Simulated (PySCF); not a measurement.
# C5H5NOSe: the cost of one run

Programs: PySCF 2.14.0, with routines of our own; each step states its level. All values are computed. Atoms count from 0.

### Step 1. The system as given

13 atoms, charge 0, multiplicity 1; geometry from: GFN2-xTB.

### Step 2. Magnetic properties: GIAO CAM-B3LYP/pcSseg-1

What the job is given:

```
{"job": {"kind": "mag", "xc": "CAM-B3LYP", "basis": "pcSseg-1", "isotopologues": 2}, "charge": 0, "multiplicity": 1}
C     -0.473032    -1.425541     0.299139
C     -1.012439    -0.307579    -0.587488
C     -0.218736     0.959150    -0.434960
C     -0.543093     2.067502     0.157223
O     -0.775054     3.092645     0.650531
Se     1.580325     1.078408    -1.165828
C      2.462362     0.395538     0.283344
N      3.015303    -0.030705     1.193313
H     -0.517320    -1.139882     1.347333
H     -1.059218    -2.329790     0.156721
H      0.564135    -1.642426     0.048105
H     -2.052125    -0.093165    -0.331584
H     -0.975497    -0.623670    -1.633576
```

With the program's defaults for keys left out, this is: GIAO CAM-B3LYP/pcSseg-1 magnetisability, rotational g tensor and spin-rotation constants, non-relativistic, gas phase.

Launch:

```console
$ OMP_NUM_THREADS=1 python excited_run.py task.json out
```

One launch serves the whole session: the jobs run in the order shown.

Q: Estimate the wall time and peak memory of this first job on 1 thread of Intel Xeon Platinum 8375C at 2.90GHz, shared host.

About 47 s, with a peak of 1.1 GiB.
